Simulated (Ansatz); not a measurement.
**MnCo (Pm-3m): scan of one input key**

The task is a scan of one input key, for MnCo (Pm-3m).

Computed with the Python package of Ansatz 0.2.0. Level of theory: DFT LDA, plane waves, PAW.

## (1) Starting point

The structure is cubic, space group Pm-3m (No. 221). The conventional cell has a = 2.854 Å, b = 2.854 Å, c = 2.854 Å, α = 90.00°, β = 90.00°, γ = 90.00°. Around Mn (site symmetry m-3m) lie 8 Co at 2.47 Å. Co (site symmetry m-3m) is surrounded by 8 Mn at 2.47 Å.

No structure file is read: the coordinates are typed or built in the script.

## (2) The script

edit_mnco.py

```python
'''Keys set on an Input object, for MnCo.'''

import ansatz as az

crystal = (
    az.Lattice.of([2.8536, 0.0, 0.0], [0.0, 2.8536, 0.0], [0.0, 0.0, 2.8536])
    .atom('Mn', [0.0, 0.0, 0.0])
    .atom('Co', [0.5, 0.5, 0.5])
    .moments(Mn=2.8, Co=1.8)
)

base = (
    crystal.calculation()
    .functional('lda')
    .basis(450)
    .kpoints(mesh=(10, 10, 10), center='gamma')
    .occupations(az.OccupationsMethod.FERMI_DIRAC, width=0.1)
    .spin('collinear')
    .band_table()
)
typed = base.input()
rows = []
for value in [1, 2, 3]:
    edited = typed.set(az.key.basis.xc_grid, value)
    data = az.Session.from_dict(edited).plan().execute().report
    rows.append((value, data['free_energy_ev'], data['n_iterations'], len(data['eigenvalues_ev'][0]) if 'eigenvalues_ev' in data else 0))
lines = [','.join(['xc grid', 'F eV', 'iterations', 'bands listed'])] + [','.join(f'{v:.4f}' if isinstance(v, float) else str(v) for v in row) for row in rows]
print('\n'.join(lines))
with open('edit.csv', 'w') as handle:
    handle.write('\n'.join(lines) + '\n')
```

## (3) The calls as engine input

The package turns the script's settings into the engine's input (first run):

```yaml
crystal:
  lattice:
    - [2.8536, 0.0, 0.0]
    - [0.0, 2.8536, 0.0]
    - [0.0, 0.0, 2.8536]
  atoms:
    - { symbol: Mn, position: [0.0, 0.0, 0.0] }
    - { symbol: Co, position: [0.5, 0.5, 0.5] }
basis:
  ecutwfc: 450.0
  xc_grid: 1
kpoints:
  mp_grid:
    grid: [10, 10, 10]
    shift: [0.0, 0.0, 0.0]
hamiltonian:
  xc: lda
magnetization:
  spin_polarized: true
  per_species:
    Co: 1.8
    Mn: 2.8
scf:
  occupations:
    method: fermi_dirac
    width: 0.1
output:
  eigenvalues: true
```

## (4) Running it

Launch:

```console
python edit_mnco.py
```

Log:

```text
xc grid,F eV,iterations,bands listed
1,-8903.7496,13,23
2,-8903.7496,13,23
3,-8903.7496,13,23
```

It took 25 s on 1 thread of Intel Xeon Platinum 8259CL at 2.50GHz (Skylake/Cascade Lake), shared host; peak memory 0.46 GiB.

## (5) Inputs of later runs

The engine's inputs for the other runs:

Run 2, against run 1:

```diff
@@ -11 +11 @@
-  xc_grid: 1
+  xc_grid: 2
```

Run 3, against run 1:

```diff
@@ -11 +11 @@
-  xc_grid: 1
+  xc_grid: 3
```

## (6) The engine's runs

One row for each of the 3 runs:

| run | basis.xc_grid | energy from run 3 (meV/atom) | moment (μB/cell) | SCF cycles | CPU time (s) |
| --- | --- | --- | --- | --- | --- |
| 1 | 1 | 0.00 | 4.00 | 13 | 8.9 |
| 2 | 2 | 0.00 | 4.00 | 13 | 6.8 |
| 3 | 3 | 0.00 | 4.00 | 13 | 7 |

Energies are free energies F = E - TS of the smeared occupations. 

## (7) What came out

| quantity | value |
| --- | --- |
| runs compared | 3 |
| last run but one, from the last | +0.00 meV/atom |
| within 5 meV/atom of the last run from | 1 |

**Reading.** From basis.xc_grid 1 on, the energy stays within 1 meV/atom of the last run. Notes:
- The mesh is modest for a metal, so energies can be off by several to tens of meV an atom and pressures by half a GPa or more; differences at equal mesh fare better.
- This cell is a computed structure, which may not be the phase found in nature.
